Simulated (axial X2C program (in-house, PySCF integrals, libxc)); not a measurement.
# All-electron X2C curves of TaSe⁻

Aim: find the lowest determinant of TaSe⁻, scan the bond at several levels and fit the constants, once spin-free and once with spin–orbit coupling.

The runs use an in-house X2C program for linear molecules on PySCF integrals; all-electron X2C, Ta dyall-acv3z, Se dyall-acv3z.

All values are calculated.

### 1 Input

Input file task.json:

```json
{
 "zs": [
  73,
  34
 ],
 "q": -1,
 "bas": [
  "dyall-acv3z",
  "dyall-acv3z"
 ],
 "levels": [
  "PBE0",
  "HF",
  "TPSSh"
 ],
 "cc": true,
 "r0": 2.33,
 "thr": -1.0,
 "nmax": 90,
 "npts": 10,
 "nst": 2,
 "ntry": 6
}
```

Keys: zs atomic numbers; q charge; bas basis sets; levels methods (HF also brings MP2); cc coupled cluster on or off; r0 starting distance in Å; thr threshold in hartree for freezing inner shells (an s shell follows its p shell); nmax most natural virtual spinors; npts points asked for on the curve; nst determinants followed; ntry starts of the search.

Started as:

```sh
python so2c.py task.json out
```

Spin-free means the one-electron spin-free X2C Hamiltonian; two-component (2c) means X2C with spin–orbit coupling and atomic mean-field two-electron Coulomb and Gaunt terms. Basis: Ta dyall-acv3z contracted to [14s15p10d7f4g], Se dyall-acv3z contracted to [9s10p7d5f1g]; Gaussian nuclei, density fitting. Masses: Ta 180.948 u, Se 79.917 u.

Notation: σ, π±, δ± give the projection m of an orbital's angular momentum (0, ±1, ±2), α and β its spin, Λ and M_S the sums; ω is the projection of a spinor's total angular momentum and Ω the sum. Logs are in hartree.

The results follow Hamiltonian by Hamiltonian and level by level.

### 2 State search with PBE0

Determinants are compared with PBE0 at 2.330 Å.

Spin-free determinants:

```
ΔE (eV)           state                              open shells
   0.00  M_S = 1, Λ = 0           beyond closed shells: δ+α, δ-α
   0.49  M_S = 1, Λ = 3           beyond closed shells: π+α, δ+α
   0.51  M_S = 2, Λ = 1  beyond closed shells: σα, π+α, δ+α, δ-α
   0.52  M_S = 2, Λ = 0   beyond closed shells: 2 × σα, δ+α, δ-α
   0.58  M_S = 1, Λ = 1           beyond closed shells: π-α, δ+α
   0.77  M_S = 0, Λ = 1           beyond closed shells: π-α, δ+β
   0.86  M_S = 0, Λ = 2            beyond closed shells: σα, δ+β
```

Two-component determinants:

```
ΔE (eV)  state                                           open shells
   0.00  Ω = 1               excess of +ω over −ω: ω = -3/2, ω = 5/2
   0.12  Ω = 2                excess of +ω over −ω: ω = 1/2, ω = 3/2
   0.39  Ω = 1               excess of +ω over −ω: ω = -1/2, ω = 3/2
   0.43  Ω = 0                                          closed shell
   0.52  Ω = 2  excess of +ω over −ω: 2 × ω = 1/2, ω = -3/2, ω = 5/2
   0.63  Ω = 3                excess of +ω over −ω: ω = 1/2, ω = 5/2
   0.65  Ω = 2               excess of +ω over −ω: ω = -1/2, ω = 5/2
```

### 3 PBE0, spin-free

State followed: M_S = 1, Λ = 0 (beyond closed shells: δ+α, δ-α). The scan is laid around 2.329 Å, a first estimate of the minimum, and this SCF restarts from the orbitals of the search.

Output at 2.329 Å:

```text
spin-free X2C-1e  PBE0
basis functions 312  fitting functions 1610  grid points 5803
iter        total energy     max residual
   1     -18035.012071451     5.01e-01
   2     -18035.023834195     9.20e-04
   3     -18035.023828984     5.51e-04
   4     -18035.023836364     2.77e-04
   5     -18035.023838343     8.12e-05
   6     -18035.023838448     2.17e-05
   7     -18035.023838460     3.77e-06
   8     -18035.023838461     9.30e-07
converged
one-electron -25944.91988475  Coulomb 7755.13054493  exact exchange -100.63889057  xc functional -308.53628540  nuclear repulsion 563.94067733
```

Along the bond, energies from the lowest point:

| R (Å) | E (eV) | μ (D) | HOMO (eV) | LUMO (eV) | iterations |
| --- | --- | --- | --- | --- | --- |
| 2.026 | 1.2320 | 1.13 | 0.17 | 1.81 | 17 |
| 2.119 | 0.4860 | 0.72 | 0.07 | 1.82 | 16 |
| 2.189 | 0.1773 | 0.36 | -0.01 | 1.83 | 17 |
| 2.259 | 0.0283 | -0.04 | -0.09 | 1.83 | 17 |
| 2.329 | 0.0000 | -0.46 | -0.17 | 1.84 | 8 |
| 2.410 | 0.0800 | -0.96 | -0.26 | 1.84 | 18 |
| 2.492 | 0.2466 | -1.48 | -0.35 | 1.84 | 17 |
| 2.597 | 0.5442 | -2.15 | -0.47 | 1.84 | 18 |
| 2.725 | 0.9788 | -2.95 | -0.59 | 1.78 | 18 |
| 2.911 | 1.6548 | -4.02 | -0.75 | 1.57 | 18 |

Dipoles are positive if Se is the positive end and refer to the centre of mass.

Outer orbitals at the reference distance:

| symmetry | occupied | ε (eV) | atomic character |
| --- | --- | --- | --- |
| σα | yes | -23.80 | 100% Ta f |
| π+α | yes | -23.77 | 100% Ta f |
| π-α | yes | -23.77 | 100% Ta f |
| δ+α | yes | -23.69 | 100% Ta f |
| δ-α | yes | -23.69 | 100% Ta f |
| σβ | yes | -23.63 | 100% Ta f |
| π-β | yes | -23.61 | 100% Ta f |
| π+β | yes | -23.61 | 100% Ta f |
| φ-α | yes | -23.55 | 100% Ta f |
| φ+α | yes | -23.55 | 100% Ta f |
| δ-β | yes | -23.54 | 100% Ta f |
| δ+β | yes | -23.54 | 100% Ta f |
| φ-β | yes | -23.26 | 100% Ta f |
| φ+β | yes | -23.26 | 100% Ta f |
| σβ | yes | -13.43 | 69% Se s, 11% Ta d, 9% Ta p |
| σα | yes | -13.19 | 69% Se s, 11% Ta d, 9% Ta p |
| σβ | yes | -3.50 | 68% Se p, 13% Ta d, 12% Ta s |
| σα | yes | -3.44 | 68% Se p, 13% Ta s, 13% Ta d |
| π+α | yes | -2.34 | 61% Se p, 26% Ta d, 5% Ta p |
| π-α | yes | -2.34 | 61% Se p, 26% Ta d, 5% Ta p |
| π-β | yes | -2.33 | 68% Se p, 19% Ta d, 5% Ta f |
| π+β | yes | -2.33 | 68% Se p, 19% Ta d, 5% Ta f |
| σα | yes | -1.42 | 46% Ta s, 36% Ta d, 8% Se p |
| δ+α | yes | -0.41 | 97% Ta d |
| δ-α | yes | -0.41 | 97% Ta d |
| σβ | yes | -0.17 | 52% Ta s, 28% Ta p, 10% Se p |
| σβ | no | 1.84 | 94% Ta p, 2% Ta s |
| π-β | no | 1.91 | 97% Ta p |
| π+β | no | 1.91 | 97% Ta p |
| π+α | no | 1.99 | 93% Ta p, 5% Ta d |

PBE0 fields in the half plane through the axis: z from -2.4 to 4.5 Å across, distance from the axis 0.15 to 2.25 Å upwards; Ta lies at z = 0 and Se at z = 2.329 Å; the ELF is damped to zero where the density is low.

log10 density (e/bohr³). Ten even steps from ' ' (-3.94 ) to '@' (1.79 ):
```
........::::::::::::::::::::::::::........      
......::::::::::::::::::::::::::::::::::....    
..::::::::----------------------------::::....  
..::::::------======----------====------::::....
::::::------==========================----::::..
::::::----==++++**++++======++++++++====----::..
::::------==**######**++++++++**##**++====--::..
::::----==++**%%@@%%**++++++**%%@@##++====--::::
```

ELF. Ten even steps from '0' (0.00 ) to '9' (0.97 ):
```
566666655321112222210000
788776665432223444432100
888765565432345666653210
998643344422467777765420
998521234312577778876531
997310256521576335887642
997212543442672342588752
997215652553652726278753
```

Re = 2.313 Å, ωe = 311 cm⁻¹, ωexe = 0.552 cm⁻¹, Be = 0.05685 cm⁻¹, De = 4.45 eV, μ = -0.36 D. ⟨S²⟩ = 2.41 against 2.00 for a pure state, so this determinant mixes spins.

### 4 HF, spin-free

The SCF at the reference distance of 2.329 Å:

```text
spin-free X2C-1e  HF
basis functions 312  fitting functions 1610  grid points 5803
iter        total energy     max residual
   1     -18028.404224766     6.31e-01
   2     -18028.466575120     2.36e-02
   3     -18028.471529489     2.51e-02
   4     -18028.475154519     2.56e-03
   5     -18028.476450036     2.37e-03
   6     -18028.477106791     1.42e-03
   7     -18028.477775469     7.17e-04
   8     -18028.477983201     3.03e-04
   9     -18028.478025822     1.63e-04
  10     -18028.478033423     6.69e-05
  11     -18028.478035217     5.01e-05
  12     -18028.478036205     2.77e-05
  13     -18028.478036562     1.22e-05
  14     -18028.478036612     7.09e-06
  15     -18028.478036635     3.61e-06
  16     -18028.478036639     2.34e-06
  17     -18028.478036639     9.77e-07
converged
one-electron -25946.43997788  Coulomb 7756.92938500  exact exchange -402.90812110  xc functional 0.00000000  nuclear repulsion 563.94067733
```

Re = 2.374 Å, ωe = 295.7 cm⁻¹, ωexe = 0.476 cm⁻¹, Be = 0.05398 cm⁻¹, De = 2.83 eV, μ = -1.20 D. ⟨S²⟩ = 2.87 against 2.00 for a pure state, so this determinant mixes spins.

### 5 TPSSh, spin-free

Output at 2.329 Å:

```text
spin-free X2C-1e  TPSSh
basis functions 312  fitting functions 1610  grid points 5803
iter        total energy     max residual
   1     -18034.952027996     2.25e-01
   2     -18034.953076126     1.65e-02
   3     -18034.950775098     2.82e-02
   4     -18034.954460598     2.10e-03
   5     -18034.954481827     1.96e-03
   6     -18034.954578027     4.43e-04
   7     -18034.954584451     4.31e-05
   8     -18034.954584594     1.56e-05
   9     -18034.954584627     9.98e-06
  10     -18034.954584640     2.20e-06
  11     -18034.954584641     1.56e-06
converged
one-electron -25942.75098027  Coulomb 7752.88890310  exact exchange -40.24654495  xc functional -368.78663986  nuclear repulsion 563.94067733
```

Re = 2.316 Å, ωe = 307 cm⁻¹, ωexe = 0.566 cm⁻¹, Be = 0.05667 cm⁻¹, De = 4.61 eV, μ = -0.02 D. ⟨S²⟩ = 2.42 against 2.00 for a pure state, so this determinant mixes spins.

### 6 MP2 and beyond, spin-free

Correlated methods: 12 electrons correlated (frozen shells, counted by type: Ta 5 s, 4 p, 2 d, 1 f; Se 3 s, 2 p, 1 d), 380 virtual spinors in MP2, 90 natural virtuals in coupled cluster.

Output of the correlated part at 2.329 Å:

```text
correlated 12  virtual 380  natural virtual 90  E(MP2) -0.255223709  MP2 remainder -0.016871887
iter   CCSD correlation   residual
   1     -0.245440241   1.78e-01
   2     -0.254681307   1.00e-01
   3     -0.261063926   6.24e-02
   4     -0.262402492   3.07e-02
   5     -0.263039332   1.49e-02
   6     -0.263238928   7.46e-03
   7     -0.263277674   3.37e-03
   8     -0.263312605   1.57e-03
   9     -0.263290519   7.88e-04
  10     -0.263299978   4.24e-04
  11     -0.263294107   2.46e-04
  12     -0.263297188   1.42e-04
  13     -0.263296952   7.14e-05
  14     -0.263296321   3.51e-05
  15     -0.263296159   1.86e-05
  16     -0.263295917   1.03e-05
  17     -0.263295754   5.93e-06
  18     -0.263295669   3.39e-06
  19     -0.263295587   1.82e-06
  20     -0.263295581   1.10e-06
(T) -0.017698742  T1 0.0677  D1 0.1515  max T2 0.118
```

T1 in the output is the amplitude norm over the root of the electron number; divide by √2 for the Lee–Taylor value.

MP2: No constants are quoted: the reference is strongly spin-contaminated.

CCSD: Re = 2.345 Å, ωe = 307 cm⁻¹, ωexe = 0.524 cm⁻¹, Be = 0.05529 cm⁻¹, De = 3.94 eV. T1 at Re = 0.048 (Lee–Taylor, the printed value over √2).

CCSD(T): Re = 2.347 Å, ωe = 305 cm⁻¹, ωexe = 0.526 cm⁻¹, Be = 0.0552 cm⁻¹, De = 4.12 eV. T1 at Re = 0.048 (Lee–Taylor, the printed value over √2).

### 7 A higher determinant, spin-free

State: M_S = 1, Λ = 3 (beyond closed shells: π+α, δ+α).

Output at the reference distance:

```text
spin-free X2C-1e  PBE0
basis functions 312  fitting functions 1610  grid points 5803
iter        total energy     max residual
   1     -18034.993919725     4.95e-01
   2     -18035.005878449     9.18e-04
   3     -18035.005873540     5.04e-04
   4     -18035.005881238     2.48e-04
   5     -18035.005882776     9.07e-05
   6     -18035.005882948     3.08e-05
   7     -18035.005882974     5.08e-06
   8     -18035.005882975     1.10e-06
converged
one-electron -25943.73807841  Coulomb 7753.91473565  exact exchange -100.62582952  xc functional -308.49738803  nuclear repulsion 563.94067733
```

| R (Å) | E above the lowest PBE0 point (eV) |
| --- | --- |
| 2.026 | 1.692 |
| 2.119 | 0.965 |
| 2.189 | 0.665 |
| 2.259 | 0.518 |
| 2.329 | 0.489 |
| 2.410 | 0.563 |
| 2.492 | 0.720 |
| 2.597 | 1.003 |
| 2.725 | 1.414 |

Re = 2.315 Å, ωe = 305 cm⁻¹, ωexe = 0.551 cm⁻¹, Be = 0.05676 cm⁻¹, μ = -1.53 D. Te = 0.49 eV. As a difference of two determinants it need not be a gap between pure terms.

### 8 The spin-free curves together

Energy (eV) of the followed determinant, spin-free, from each level's lowest point:

| R (Å) | PBE0 | HF | MP2 (spin-contaminated) | CCSD | CCSD(T) | TPSSh |
| --- | --- | --- | --- | --- | --- | --- |
| 2.026 | 1.232 | 1.740 | 1.432 | n/a | n/a | 1.242 |
| 2.119 | 0.486 | 0.807 | 0.604 | 0.670 | 0.677 | 0.496 |
| 2.189 | 0.177 | 0.378 | 0.247 | 0.287 | 0.292 | 0.185 |
| 2.259 | 0.028 | 0.125 | 0.059 | 0.078 | 0.080 | 0.033 |
| 2.329 | 0.000 | 0.007 | 0.000 | 0.000 | 0.000 | 0.000 |
| 2.410 | 0.080 | 0.000 | 0.053 | 0.035 | 0.032 | 0.073 |
| 2.492 | 0.247 | 0.096 | 0.201 | 0.168 | 0.161 | 0.232 |
| 2.597 | 0.544 | 0.323 | 0.487 | 0.436 | 0.425 | 0.518 |
| 2.725 | 0.979 | 0.696 | 0.927 | n/a | n/a | 0.937 |
| 2.911 | 1.655 | 1.301 | 1.683 | n/a | n/a | 1.587 |

(Part 1 of 2 ends here.)
